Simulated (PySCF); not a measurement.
**Yb: excitation energy in cc-pVTZ-X2C**

Aim: the excitation energy of ytterbium from differences of total energies, at each level of theory, and how far each lands from the tabulated value where there is one.

Program: PySCF 2.14.0. Level of theory: unrestricted determinants in a Gaussian basis, no spin-orbit coupling in the energies. These are calculated values, not measurements, unless marked.

### 1 What is computed

| Property | Result |
| --- | --- |
| Element | ytterbium (Z = 70) |
| Basis | cc-pVTZ-X2C |
| Hamiltonian | the spin-free X2C one-electron Hamiltonian (Gaussian nucleus) |
| State 1 | Yb: [Xe] 4f14 6s1 7s1, high-spin 3S determinant (an excited configuration) |
| Needed too, but not shown | Yb [Xe] 4f14 6s2 (1S) |
| Methods | M06, PW91, r2SCAN0 |

The outer shells:

Yb [Xe] 4f14 6s1 7s1
```
[Xe] core
4f [↑↓][↑↓][↑↓][↑↓][↑↓][↑↓][↑↓]
6s [↑ ]
7s [↑ ]
```

One driver process ran all states and methods and kept the integrals in memory. Each run is shown as a PySCF script that sums up its settings (the driver passes frozen orbitals as a list and adds second-order terms of double hybrids); the logs are those of the runs themselves. The driver starts from symmetry-adapted Hartree-Fock orbitals, holds the occupation by maximum overlap and uses a logarithmic radial grid for functionals, so a plain start would take other cycles.

The integrals over 145 functions and the set-up took 47 s of CPU time.

### 2 Yb [Xe] 4f14 6s1 7s1, method by method

Level: M06.

The input, input.py:

```python
from pyscf import gto, scf, dft, mp, cc
import basis_set_exchange as bse
mol = gto.M(atom="Yb 0 0 0", charge=0, spin=2, symmetry="D2h",
            basis=gto.basis.parse(bse.get_basis("cc-pVTZ-X2C", elements=["Yb"], fmt="nwchem")),
            nucmod="G")
mf = dft.UKS(mol, xc="M06").sfx2c1e()
mf.irrep_nelec = {'Ag': (11, 9), 'B1g': (2, 2), 'B2g': (2, 2), 'B3g': (2, 2), 'Au': (1, 1), 'B1u': (6, 6), 'B2u': (6, 6), 'B3u': (6, 6)}
mf.kernel()
```

Level: PW91.

input.py differs from the last one in:

```diff
@@ -5,3 +5,3 @@
             nucmod="G")
-mf = dft.UKS(mol, xc="M06").sfx2c1e()
+mf = dft.UKS(mol, xc="PW91,PW91").sfx2c1e()
 mf.irrep_nelec = {'Ag': (11, 9), 'B1g': (2, 2), 'B2g': (2, 2), 'B3g': (2, 2), 'Au': (1, 1), 'B1u': (6, 6), 'B2u': (6, 6), 'B3u': (6, 6)}
```

Level: r2SCAN0.

input.py differs from the last one in:

```diff
@@ -5,3 +5,3 @@
             nucmod="G")
-mf = dft.UKS(mol, xc="PW91,PW91").sfx2c1e()
+mf = dft.UKS(mol, xc="HYB_MGGA_XC_R2SCAN0").sfx2c1e()
 mf.irrep_nelec = {'Ag': (11, 9), 'B1g': (2, 2), 'B2g': (2, 2), 'B3g': (2, 2), 'Au': (1, 1), 'B1u': (6, 6), 'B2u': (6, 6), 'B3u': (6, 6)}
```

Before running it: what results should come out?

**Answer**, as computed:

| quantity | value |
| --- | --- |
| excitation energy, Yb → [Xe] 4f14 6s1 7s1 | UHF 3.380, r2SCAN0 4.020 eV; reference 4.054 |

Each level's miss (mean over 1 difference):

| method | mean absolute miss against the measured value (with the measured fine structure taken into account where it is known) (eV) |
| --- | --- |
| UHF | 0.673 |
| M06 | 0.227 |
| PW91 | 0.083 |
| r2SCAN0 | 0.034 |

r2SCAN0 lands nearest to the measured value (off by 0.03 eV); UHF misses by most (0.67 eV). All values hold for this basis alone; no basis-set limit was taken.
